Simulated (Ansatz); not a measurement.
# Mn3Sb: the cost of one run

Method: DFT r2SCAN, scalar-relativistic, plane waves, PAW, in Ansatz 0.2.0.

## Step 1: The system as given

Symmetry: P6_3/mmc, No. 194, hexagonal system. Conventional cell: a = 5.414 Å, b = 5.414 Å, c = 4.345 Å, α = 90.00°, β = 90.00°, γ = 120.00°. Mn (site symmetry mm2) has 6 Mn at 2.48 to 2.60 Å and 4 Sb at 2.71 to 2.75 Å as nearest neighbours. Sb (site symmetry -6m2) has 12 Mn at 2.71 to 2.75 Å as nearest neighbours.

Structure file:

```xyz
8
Lattice="5.4141 0.0000 0.0000 -2.7071 4.6888 0.0000 0.0000 0.0000 4.3447" Properties=species:S:1:pos:R:3 pbc="T T T"
Mn    1.2422    0.7172    3.2585
Mn    4.1719    0.7172    3.2585
Mn    2.7071    3.2544    3.2585
Mn    1.4649    3.9716    1.0862
Mn   -1.4649    3.9716    1.0862
Mn    0.0000    1.4343    1.0862
Sb    2.7071    1.5629    1.0862
Sb    0.0000    3.1258    3.2585
```

(A quick probe on a coarse mesh, which set the mesh and smearing, is not shown.)

## Step 3: Rough relaxation on the coarse mesh

Input file input.yaml:

```yaml
crystal:
  lattice:
    - [5.414105855, 0.0, 0.0]
    - [-2.7070529275, 4.6887532092, 0.0]
    - [0.0, 0.0, 4.344706]
  atoms:
    - { symbol: Mn, position: [0.305912, 0.152956, 0.75], spin: 3.06 }
    - { symbol: Mn, position: [0.847044, 0.152956, 0.75], spin: 3.06 }
    - { symbol: Mn, position: [0.847044, 0.694088, 0.75], spin: 3.06 }
    - { symbol: Mn, position: [0.694088, 0.847044, 0.25], spin: 3.06 }
    - { symbol: Mn, position: [0.152956, 0.847044, 0.25], spin: 3.06 }
    - { symbol: Mn, position: [0.152956, 0.305912, 0.25], spin: 3.06 }
    - { symbol: Sb, position: [0.66666667, 0.33333333, 0.25], spin: -0.15 }
    - { symbol: Sb, position: [0.33333333, 0.66666667, 0.75], spin: -0.15 }
basis:
  ecutwfc: 500
kpoints:
  mp_grid: { grid: [6, 6, 4] }
hamiltonian:
  xc: r2scan
scf:
  occupations: { method: gaussian, width: 0.1 }
  lower_state_search: "off"
output:
  forces: true
  stress: true
  eigenvalues: true
  populations: true
magnetization:
  spin_polarized: true
relax:
  adjacent_minimum: "off"
  f_tol: 0.04
  max_steps: 70
  cell: { stress_tol: 0.4 }
```

Started as:

```console
$ ansatz run input.yaml --threads 4 --pin off --max-ram 10240MiB --backend cpu --events-out ev --progress --plain --runs-dir out
```

Q: Estimate wall time and peak memory on 4 threads of Intel Xeon Platinum 8259CL at 2.50GHz (Skylake/Cascade Lake), shared host.

About 3.7 min, with a peak of 1.3 GiB.
